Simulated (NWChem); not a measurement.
**AlH2OF3 (SMILES [OH2+][Al-]([F])([F])[F]): levels of theory compared**

We compute a comparison of 5 runs (HF/STO-3G, HF/3-21G, B3LYP/6-31G*, MP2/def2-SVPD) of AlH2OF3. 

Program for the calculation: NWChem 7.3.0.

## Step 1: The molecule

The species is AlH2OF3 (7 atoms), meant as a singlet with charge 0. SMILES: `[OH2+][Al-]([F])([F])[F]`. The coordinates come from a PBE0-D4/def2-TZVP relaxation.

Bond lengths: O1–Al2 1.937 Å, Al2–F3 1.655 Å, Al2–F4 1.644 Å, Al2–F5 1.655 Å, O1–H6 0.965 Å, O1–H7 0.965 Å. Angles: O1–Al2–F3 96.2°, O1–Al2–F4 105.3°, O1–Al2–F5 96.2°, F3–Al2–F4 117.2°, F3–Al2–F5 118.0°, F4–Al2–F5 117.2°, Al2–O1–H6 112.3°, Al2–O1–H7 112.3°, H6–O1–H7 108.5°.

## Step 2: Energy and forces at HF/STO-3G (run 1)

Contents of run.py:

```python
from ase import Atoms
from ase.calculators.nwchem import NWChem

system = Atoms('OAlFFFHH', positions=[
    [-0.871000, 0.586100, 0.358000],
    [0.496000, -0.551000, -0.409900],
    [0.962500, -1.255200, 1.013300],
    [-0.290400, -1.501300, -1.496900],
    [1.430100, 0.675100, -1.012400],
    [-0.962400, 0.456200, 1.310000],
    [-0.703600, 1.522000, 0.192000],
])

calc = NWChem(
    label='work',
    theory='scf',
    memory='2200 mb',
    basis='STO-3G',
    basispar='spherical bse',
    scf={'nopen': '0', 'rhf': None, 'thresh': '1e-08', 'maxiter': '80', 'print': 'low'},
)
system.calc = calc

forces = system.get_forces()
print(f"energy = {system.get_potential_energy():.6f} eV")
print("forces (eV/A):")
for s, f in zip(system.symbols, forces):
    print(f"{s:2s} {f[0]:10.5f} {f[1]:10.5f} {f[2]:10.5f}")
```

Launch:

```
$ export ASE_NWCHEM_COMMAND="nwchem PREFIX.nwi > PREFIX.nwo"
$ python run.py
```

What it wrote:

```text
energy = -16551.931721 eV
forces (eV/A):
O     0.69384   -1.81504   -1.56806
Al    0.29331   -0.10279   -0.02808
F    -0.50342    0.77035   -1.29506
F     0.55901    0.83011    0.91989
F    -0.95285   -1.08732    0.65501
H    -0.14414    0.29326    1.08650
H     0.05415    1.11149    0.22991
```

The calculator wrote work.nwi:

```
title "work"

permanent_dir work

scratch_dir work

start work

geometry units angstrom nocenter noautosym noautoz
  O  -8.7100000000000000e-01 5.8609999999999995e-01 3.5799999999999998e-01
  Al 4.9600000000000000e-01 -5.5100000000000005e-01 -4.0989999999999999e-01
  F  9.6250000000000002e-01 -1.2552000000000001e+00 1.0133000000000001e+00
  F  -2.9039999999999999e-01 -1.5013000000000001e+00 -1.4968999999999999e+00
  F  1.4300999999999999e+00 6.7510000000000003e-01 -1.0124000000000000e+00
  H  -9.6240000000000003e-01 4.5619999999999999e-01 1.3100000000000001e+00
  H  -7.0360000000000000e-01 1.5220000000000000e+00 1.9200000000000000e-01
end

memory 2200 mb

basis spherical bse noprint
   * library STO-3G
end

scf
  nopen 0
  rhf
  thresh 1e-08
  maxiter 80
  print low
end

task scf gradient
```

work.nwo:

```text
Northwest Computational Chemistry Package (NWChem) 7.3.0
             --------------------------------------------------------

           Job information
           ---------------

    nwchem branch   = 7.3.0
    use scalapack   = T
    input           = work.nwi
    prefix          = work.
    data base       = work/work.db
    status          = startup
    nproc           =        1

           Memory information
           ------------------

    heap     =     72089594 doubles =      550.0 Mbytes
    stack    =     72089599 doubles =      550.0 Mbytes
    global   =    144179200 doubles =     1100.0 Mbytes (distinct from heap & stack)
    total    =    288358393 doubles =     2200.0 Mbytes
    verify   = yes
    hardfail = no

[... 40 lines left out ...]
            Nuclear Dipole moment (a.u.)
[... 71 lines left out ...]
       Final RHF  results
[... 2 lines left out ...]
         Total SCF energy =   -608.272276404093
      One-electron energy =  -1361.729026643679
      Two-electron energy =    501.282411149153
 Nuclear repulsion energy =    252.174339090432
[... 1 line left out ...]
        Time for solution =      0.9s

                              NWChem Gradients Module
                              -----------------------

                         RHF ENERGY GRADIENTS

    atom               coordinates                        gradient
                 x          y          z           x          y          z
   1 O      -1.645951   1.107568   0.676522   -0.013493   0.035297   0.030494
   2 Al      0.937304  -1.041239  -0.774599   -0.005704   0.001999   0.000546
   3 F       1.818861  -2.371984   1.914859    0.009790  -0.014981   0.025185
   4 F      -0.548776  -2.837046  -2.828731   -0.010871  -0.016143  -0.017889
   5 F       2.702497   1.275754  -1.913159    0.018530   0.021145  -0.012738
   6 H      -1.818672   0.862093   2.475541    0.002803  -0.005703  -0.021129
   7 H      -1.329611   2.876163   0.362827   -0.001053  -0.021615  -0.004471

 Task  times  cpu:        1.2s     wall:        1.2s
 Total times  cpu:        1.2s     wall:        1.2s
```

Wall time 2.4 s (1 thread of Intel Xeon 6975P-C (Granite Rapids), shared host); peak memory 0.099 GiB.

## Step 3: Energy and forces at HF/3-21G (run 2)

Contents of alf3h2o.nw:

```
start alf3h2o
memory stack 880 mb heap 220 mb global 1100 mb

geometry noautosym nocenter noautoz
  O    -0.871000    0.586100    0.358000
  Al    0.496000   -0.551000   -0.409900
  F     0.962500   -1.255200    1.013300
  F    -0.290400   -1.501300   -1.496900
  F     1.430100    0.675100   -1.012400
  H    -0.962400    0.456200    1.310000
  H    -0.703600    1.522000    0.192000
end

basis spherical bse
  * library 3-21G
end

scf
  thresh 1e-08
  maxiter 80
  noprint "final vectors analysis"
end

task scf gradient
```

Launch:

```
$ nwchem alf3h2o.nw > alf3h2o.out
```

What it wrote:

```text
[...]
  functions       =    53
[...]
  wavefunction    = RHF
[...]
         Total SCF energy =   -613.201346168156
      One-electron energy =  -1360.716403246824
      Two-electron energy =    495.340717988235
 Nuclear repulsion energy =    252.174339090433
        Time for solution =      1.0s
[...]
                         RHF ENERGY GRADIENTS
    atom               coordinates                        gradient
                 x          y          z           x          y          z
   1 O      -1.645951   1.107568   0.676522   -0.024479   0.004284  -0.001607
   2 Al      0.937304  -1.041239  -0.774599    0.012025  -0.003758  -0.000843
   3 F       1.818861  -2.371984   1.914859    0.001957  -0.005082   0.005414
   4 F      -0.548776  -2.837046  -2.828731   -0.003957  -0.000459  -0.001349
   5 F       2.702497   1.275754  -1.913159    0.004248   0.004423  -0.004575
   6 H      -1.818672   0.862093   2.475541    0.006743   0.007065  -0.005608
   7 H      -1.329611   2.876163   0.362827    0.003463  -0.006472   0.008568
[...]
```

Run time: 1.9 s. Hardware: 1 thread of Intel Xeon 6975P-C (Granite Rapids), shared host; peak memory 0.096 GiB.

Run 3 isn't shown in full; the table further down has it.

## Step 4: Energy and forces at B3LYP/6-31G(d) (spherical functions) (run 4)

Contents of calc.xyz:

```xyz
7
AlF3H2O
O     -0.871000     0.586100     0.358000
Al     0.496000    -0.551000    -0.409900
F      0.962500    -1.255200     1.013300
F     -0.290400    -1.501300    -1.496900
F      1.430100     0.675100    -1.012400
H     -0.962400     0.456200     1.310000
H     -0.703600     1.522000     0.192000
```

Contents of calc.nw:

```
start calc
title "AlF3H2O"
memory 2200 mb
charge 0
geometry units angstrom noautosym nocenter noautoz
 load format xyz calc.xyz
end
basis spherical bse
 O library 6-31G*
 Al library 6-31G*
 F library 6-31G*
 H library 6-31G*
end
dft
 xc b3lyp
 grid xfine
 convergence energy 1e-08
 maxiter 100
 mulliken
end
task dft gradient
```

Launch:

```
$ nwchem calc.nw > calc.out
```

What it wrote:

```text
[...]
          Wavefunction type:  closed shell.
          No. of atoms     :     7
          No. of electrons :    50
[...]
          Charge           :     0
          Spin multiplicity:     1
[...]
          AO basis - number of functions:    78
[...]
              XC Information
              --------------
                         B3LYP Method XC Potential
                     Hartree-Fock (Exact) Exchange  0.200
                        Slater Exchange Functional  0.800 local
                    Becke 1988 Exchange Functional  0.720 non-local
              Lee-Yang-Parr Correlation Functional  0.810
                  VWN I RPA Correlation Functional  0.190 local
[...]
 d= 0,ls=0.0,diis     1   -618.4954839172 -8.71D+02  1.86D-02  1.28D+00     2.2
[...]
 d= 0,ls=0.0,diis    10   -618.6259554921 -1.23D-11  1.84D-08  3.89D-12    18.8
         Total DFT energy =     -618.625955492132
      One electron energy =    -1364.845426578783
           Coulomb energy =      553.773022851477
    Exchange-Corr. energy =      -59.727890855259
 Nuclear repulsion energy =      252.174339090433
[...]
      Total Density - Mulliken Population Analysis
     ---------------------------------------------
    Atom       Charge   Shell Charges
 -----------   ------   -------------------------------------------------------
    1 O    8     8.75   2.00  0.89  2.99  0.95  1.90  0.02
    2 Al  13    11.79   2.00  2.00  5.97  0.46  0.76 -0.02  0.24  0.39
    3 F    9     9.48   2.00  0.92  3.32  1.05  2.20  0.01
    4 F    9     9.47   2.00  0.92  3.32  1.05  2.18  0.01
    5 F    9     9.48   2.00  0.92  3.32  1.05  2.20  0.01
    6 H    1     0.52   0.45  0.07
    7 H    1     0.52   0.45  0.07
[...]
  wavefunction    = closed shell
                         DFT ENERGY GRADIENTS
    atom               coordinates                        gradient
                 x          y          z           x          y          z
   1 O      -1.645951   1.107568   0.676522    0.006867   0.002739   0.004175
   2 Al      0.937304  -1.041239  -0.774599   -0.002940   0.001708   0.000911
   3 F       1.818861  -2.371984   1.914859   -0.001338   0.001865  -0.004636
   4 F      -0.548776  -2.837046  -2.828731    0.002857   0.004171   0.004636
   5 F       2.702497   1.275754  -1.913159   -0.002789  -0.004087   0.001597
   6 H      -1.818672   0.862093   2.475541   -0.000161   0.001621  -0.008385
   7 H      -1.329611   2.876163   0.362827   -0.002496  -0.008017   0.001702
[...]
```

Run time: 24 s. Hardware: 1 thread of Intel Xeon 6975P-C (Granite Rapids), shared host; peak memory 0.14 GiB.

## Step 5: Energy and gradient at MP2/def2-SVPD (run 5)

Contents of m1.nw:

```
echo
start m1
memory stack 880 mb heap 220 mb global 1100 mb
charge 0

geometry units angstrom noautosym nocenter noautoz
 O     -0.871000     0.586100     0.358000
 Al     0.496000    -0.551000    -0.409900
 F      0.962500    -1.255200     1.013300
 F     -0.290400    -1.501300    -1.496900
 F      1.430100     0.675100    -1.012400
 H     -0.962400     0.456200     1.310000
 H     -0.703600     1.522000     0.192000
end

basis spherical bse
 * library def2-SVPD
end

scf
 thresh 1e-08
 maxiter 80
 print medium
end

mp2
 freeze core 9
 tight
end

task mp2 gradient
```

Launch:

```
$ nwchem m1.nw > m1.out
```

What it wrote:

```text
[...]
  functions       =   132
[...]
  wavefunction    = RHF
[...]
         Total SCF energy =   -616.192479305444
      One-electron energy =  -1363.433739046661
      Two-electron energy =    495.066920650785
 Nuclear repulsion energy =    252.174339090433
        Time for solution =     26.2s
[...]
          Total MP2 energy          -617.057001975704
[...]
                         mp2 ENERGY GRADIENTS
    atom               coordinates                        gradient
                 x          y          z           x          y          z
   1 O      -1.645951   1.107568   0.676522    0.003569   0.000709   0.001476
   2 Al      0.937304  -1.041239  -0.774599    0.001444  -0.000981  -0.000637
   3 F       1.818861  -2.371984   1.914859   -0.005633   0.008887  -0.018774
   4 F      -0.548776  -2.837046  -2.828731    0.011237   0.012981   0.014964
   5 F       2.702497   1.275754  -1.913159   -0.011754  -0.016342   0.007690
   6 H      -1.818672   0.862093   2.475541    0.001081  -0.000503  -0.004575
   7 H      -1.329611   2.876163   0.362827    0.000055  -0.004752  -0.000142
[...]
```

Run time: 73 s. Hardware: 1 thread of Intel Xeon 6975P-C (Granite Rapids), shared host; peak memory 0.84 GiB.

## Step 6: All runs side by side

```csv
run,level,Cartesian functions,iteration cap,energy (Eh),largest force (eV/Å),wall time
1,HF/STO-3G,no,80,-608.272276,2.497,2.4 s
2,HF/3-21G,no,80,-613.201346,1.281,1.9 s
3,B3LYP/6-31G* (Cartesian functions),yes,100,-618.634180,0.419,26 s
4,B3LYP/6-31G* (spherical functions),no,100,-618.625955,0.441,24 s
5,MP2/def2-SVPD,no,80,-617.057002,1.171,73 s
```

## Step 7: What came out

```
                                                      quantity          value
                                           run 5: total energy  -617.05700 Eh
run 5: dipole moment (of the density that the program reports)         5.41 D
                    run 5: HOMO energy (Hartree–Fock orbitals)      -16.32 eV
                    run 5: LUMO energy (Hartree–Fock orbitals)        0.89 eV
                  run 5: HOMO–LUMO gap (Hartree–Fock orbitals)       17.21 eV
            run 5: correlation energy (9 core orbitals frozen)     -864.5 mEh
                               run 5: largest force on an atom     1.171 eV/Å
```

Over runs 2, 4, 5 the dipole moment (its size) runs from 5.41 D (MP2/def2-SVPD) to 5.98 D (HF/3-21G). The two ends differ in method and basis. In run 1 the basis is minimal, so the values are rough. All runs together took 2.1 min, the longest 73 s.
